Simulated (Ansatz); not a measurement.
# CH3CdClO (SMILES C[O][Cd][Cl]) at 6 levels

We compute a comparison of 6 runs (HF/STO-3G, HF/3-21G, HF/def2-SVP, HF/def2-TZVP, PBE0/def2-SVP, B3LYP/def2-SVPD) of CH3CdClO. 

Program for the calculation: Ansatz 0.2.0.

1 further run of the same task is left out (set aside as unsound or not needed).

## (1) The molecule

The species is CH3CdClO (7 atoms), meant as a singlet with charge 0. As SMILES, `C[O][Cd][Cl]`. The shape is that of a PBE0-D4/def2-TZVP optimisation.

Bond lengths: C1–O2 1.402 Å, O2–Cd3 1.962 Å, Cd3–Cl4 2.264 Å, C1–H5 1.099 Å, C1–H6 1.099 Å, C1–H7 1.096 Å. Angles: C1–O2–Cd3 122.5°, O2–Cd3–Cl4 175.8°, O2–C1–H5 113.2°, O2–C1–H6 113.2°, O2–C1–H7 107.9°, H5–C1–H6 107.7°, H5–C1–H7 107.2°, H6–C1–H7 107.2°.

## (2) Energy and forces at HF/STO-3G (run 1)

Input file run.yaml:

```yaml
crystal:
  periodic: [false, false, false]
  atoms:
    - symbol: C
      position_ang: [0.763700, 0.871600, 0.170400]
    - symbol: O
      position_ang: [0.087400, -0.153000, 0.846700]
    - symbol: Cd
      position_ang: [-1.151900, -1.375100, -0.058700]
    - symbol: Cl
      position_ang: [-2.606300, -2.860200, -0.956500]
    - symbol: H
      position_ang: [1.429700, 0.502100, -0.622000]
    - symbol: H
      position_ang: [0.088500, 1.613500, -0.278800]
    - symbol: H
      position_ang: [1.388900, 1.401100, 0.898800]
basis:
  gaussian: {orbitals: STO-3G}
hamiltonian: {xc: hf}
accuracy: high
output: {forces: true, orbitals: {seedname: orbitals}}
```

The run is started by

```bash
$ ansatz run run.yaml --threads 1 --pin off --max-ram 2610MiB --events-out events.jsonl --progress --plain --runs-dir runs
```

What it wrote:

```text
Warning: RAYON_NUM_THREADS=1 ignored (pool sized by the plan → 1); use --threads N
Functional definition: HF
  name "HF"
  exchange = exact_x
  correlation = 0
943 factors; integrals over basis functions are off by at most 3.4e-8 eV
mean field evaluation 1: about -162702.0150 eV, gradient 2.5e1 eV
mean field evaluation 2: about -162702.2613 eV, gradient 2.5e1 eV
mean field evaluation 4: about -162704.7162 eV, gradient 1.9e0 eV
mean field evaluation 8: about -162704.7310 eV, gradient 1.0e-1 eV
mean field evaluation 16: about -162704.7311 eV, gradient 4.6e-8 eV
mean field -162704.73111650 eV, -5979.2885833036 hartree, gradient 4.6e-8 eV, S^2 0.000000; 0 other end points of the search recorded, 0 dependent functions left out
the calculation of the forces begins
reference -162704.73111650 eV, -5979.2885833036 hartree; 41, 41 occupied and 8, 8 virtual orbitals, 943 factors
Total energy: -162704.73111650 eV, -5979.2885833036 hartree
Atom 0 at     0.763700     0.871600     0.170400 Å, force     0.057102     0.218261    -0.477769 eV/Å
Atom 1 at     0.087400    -0.153000     0.846700 Å, force    -2.101304    -2.449203    -0.305529 eV/Å
Atom 2 at    -1.151900    -1.375100    -0.058700 Å, force     0.964286     0.994893     0.560989 eV/Å
Atom 3 at    -2.606300    -2.860200    -0.956500 Å, force     0.771815     0.786319     0.482697 eV/Å
Atom 4 at     1.429700     0.502100    -0.622000 Å, force     0.034219     0.205109    -0.052058 eV/Å
Atom 5 at     0.088500     1.613500    -0.278800 Å, force     0.175189     0.087943    -0.087588 eV/Å
Atom 6 at     1.388900     1.401100     0.898800 Å, force     0.098693     0.156678    -0.120742 eV/Å
Dipole moment:     0.282534     0.329136     0.041788 e Å
```

Wall time 2.5 s (1 thread of Arm Neoverse V1, shared host); peak memory 0.13 GiB.

## (3) Energy and forces at HF/3-21G (run 2)

Input file input.yaml:

```yaml
crystal:
  periodic: [false, false, false]
  atoms:
    - {symbol: C, position_ang: [0.763700, 0.871600, 0.170400]}
    - {symbol: O, position_ang: [0.087400, -0.153000, 0.846700]}
    - {symbol: Cd, position_ang: [-1.151900, -1.375100, -0.058700]}
    - {symbol: Cl, position_ang: [-2.606300, -2.860200, -0.956500]}
    - {symbol: H, position_ang: [1.429700, 0.502100, -0.622000]}
    - {symbol: H, position_ang: [0.088500, 1.613500, -0.278800]}
    - {symbol: H, position_ang: [1.388900, 1.401100, 0.898800]}
basis:
  gaussian: {orbitals: 3-21G-spherical.json}
total_charge: 0
hamiltonian: {xc: hf}
accuracy: high
output: {forces: true, orbitals: {seedname: orbitals}}
```

The basis set 3-21G is read from a file made from the Basis Set Exchange's data (not shown).

The run is started by

```bash
$ ansatz run input.yaml --threads 1 --pin off --max-ram 2610MiB --events-out events.jsonl --progress --plain --runs-dir runs
```

What it wrote, cut to the lines that bear on the results:

```text
Warning: RAYON_NUM_THREADS=1 ignored (pool sized by the plan → 1); use --threads N
[... 2 set-up lines as earlier in the session ...]
[...]
1585 factors; integrals over basis functions are off by at most 6.5e-9 eV
[...]
mean field -163568.23192398 eV, -6011.0216526768 hartree, gradient 2.4e-8 eV, S^2 0.000000; 0 other end points of the search recorded, 0 dependent functions left out
[...]
reference -163568.23192398 eV, -6011.0216526768 hartree; 41, 41 occupied and 32, 32 virtual orbitals, 1585 factors
Total energy: -163568.23192398 eV, -6011.0216526768 hartree
Atom 0 at     0.763700     0.871600     0.170400 Å, force     0.884848     1.057874     0.050430 eV/Å
Atom 1 at     0.087400    -0.153000     0.846700 Å, force    -0.218962    -0.362997     0.318469 eV/Å
Atom 2 at    -1.151900    -1.375100    -0.058700 Å, force     0.919570     0.866801     0.805270 eV/Å
Atom 3 at    -2.606300    -2.860200    -0.956500 Å, force    -1.514212    -1.536249    -0.966979 eV/Å
Atom 4 at     1.429700     0.502100    -0.622000 Å, force    -0.146321     0.144591     0.172789 eV/Å
Atom 5 at     0.088500     1.613500    -0.278800 Å, force     0.209896    -0.150166     0.082448 eV/Å
Atom 6 at     1.388900     1.401100     0.898800 Å, force    -0.134819    -0.019854    -0.462427 eV/Å
Dipole moment:     0.325221     0.416522    -0.075168 e Å
```

Run time: 4.2 s. Hardware: 1 thread of Arm Neoverse V1, shared host; peak memory 0.22 GiB.

Runs 3 to 5 aren't shown in full; the table further down has their settings and results.

## (4) Energy and forces at B3LYP/def2-SVPD (core potential) (run 6)

Input file run.yaml:

```yaml
crystal:
  periodic: [false, false, false]
  atoms:
    - {symbol: C, position_ang: [0.763700, 0.871600, 0.170400]}
    - {symbol: O, position_ang: [0.087400, -0.153000, 0.846700]}
    - {symbol: Cd, position_ang: [-1.151900, -1.375100, -0.058700]}
    - {symbol: Cl, position_ang: [-2.606300, -2.860200, -0.956500]}
    - {symbol: H, position_ang: [1.429700, 0.502100, -0.622000]}
    - {symbol: H, position_ang: [0.088500, 1.613500, -0.278800]}
    - {symbol: H, position_ang: [1.388900, 1.401100, 0.898800]}
basis:
  gaussian:
    orbitals: def2-SVPD
hamiltonian:
  xc: {name: B3LYP}
accuracy: high
output: {forces: true, orbitals: {seedname: orbitals}}
```

The run is started by

```bash
$ ansatz run run.yaml --threads 1 --pin off --max-ram 2610MiB --events-out events.jsonl --progress --plain --runs-dir runs
```

What it wrote, cut to the lines that bear on the results:

```text
Warning: RAYON_NUM_THREADS=1 ignored (pool sized by the plan → 1); use --threads N
Functional definition: B3LYP
  name "B3LYP"
[...]
2499 factors; integrals over basis functions are off by at most 3.5e-9 eV
[...]
mean field -20216.75180856 eV, -742.9519255581 hartree, gradient 3.0e-8 eV, S^2 0.000000; 0 other end points of the search recorded, 0 dependent functions left out
[...]
reference -20216.75184707 eV, -742.9519269731 hartree; 27, 27 occupied and 101, 101 virtual orbitals, 2499 factors
Total energy: -20216.75184707 eV, -742.9519269731 hartree
Atom 0 at     0.763700     0.871600     0.170400 Å, force     0.098066     0.117118     0.014720 eV/Å
Atom 1 at     0.087400    -0.153000     0.846700 Å, force     0.092773     0.032687     0.256872 eV/Å
Atom 2 at    -1.151900    -1.375100    -0.058700 Å, force     0.059369     0.050984     0.069191 eV/Å
Atom 3 at    -2.606300    -2.860200    -0.956500 Å, force    -0.390658    -0.399103    -0.240266 eV/Å
Atom 4 at     1.429700     0.502100    -0.622000 Å, force     0.145318    -0.090783    -0.168596 eV/Å
Atom 5 at     0.088500     1.613500    -0.278800 Å, force    -0.154490     0.157764    -0.091430 eV/Å
Atom 6 at     1.388900     1.401100     0.898800 Å, force     0.149623     0.131334     0.159509 eV/Å
Dipole moment:     0.199316     0.267590    -0.086501 e Å
```

Run time: 26 s. Hardware: 1 thread of Arm Neoverse V1, shared host; peak memory 0.51 GiB.

## (5) The series

| run | level | core potential | energy (Eh) | dipole moment (D) | HOMO energy (eV) | LUMO energy (eV) | wall time |
| --- | --- | --- | --- | --- | --- | --- | --- |
| 1 | HF/STO-3G | none | -5979.288583 | 2.09 | -7.69 | 7.41 | 2.5 s |
| 2 | HF/3-21G | none | -6011.021653 | 2.56 | -10.77 | 0.82 | 4.2 s |
| 3 | HF/def2-SVP (core potential) | def2-SVP | -740.604717 | 1.62 | -11.15 | 1.30 | 6.6 s |
| 4 | HF/def2-TZVP (core potential) | def2-TZVP | -740.935606 | 1.55 | -11.26 | 1.12 | 17 s |
| 5 | PBE0/def2-SVP (core potential) | def2-SVP | -742.572837 | 1.60 | -7.29 | -1.64 | 14 s |
| 6 | B3LYP/def2-SVPD (core potential) | def2-SVPD | -742.951927 | 1.66 | -7.37 | -2.23 | 26 s |

## (6) Summary of results

| quantity | value |
| --- | --- |
| run 6: total energy | -742.95193 Eh |
| run 6: dipole moment | 1.66 D |
| run 6: HOMO energy | -7.37 eV |
| run 6: LUMO energy | -2.23 eV |
| run 6: HOMO–LUMO gap | 5.14 eV |
| run 6: largest force on an atom | 0.608 eV/Å |

**Reading.** The dipole moment (its size) runs from 1.55 D (HF/def2-TZVP) to 2.56 D (HF/3-21G). The two ends differ in basis and core potential. The HOMO–LUMO gap runs from 5.14 eV (B3LYP/def2-SVPD) to 15.10 eV (HF/STO-3G). The two ends differ in method and basis and core potential. Totals of different functionals can't be ranked against each other. Some runs of one species differ in core potentials or relativity; totals across that change don't compare. In run 1 the basis is minimal, so the values are rough. In runs 1, 2 relativity is left out where basis or elements ask for it. All runs together took 70 s, the longest 26 s.
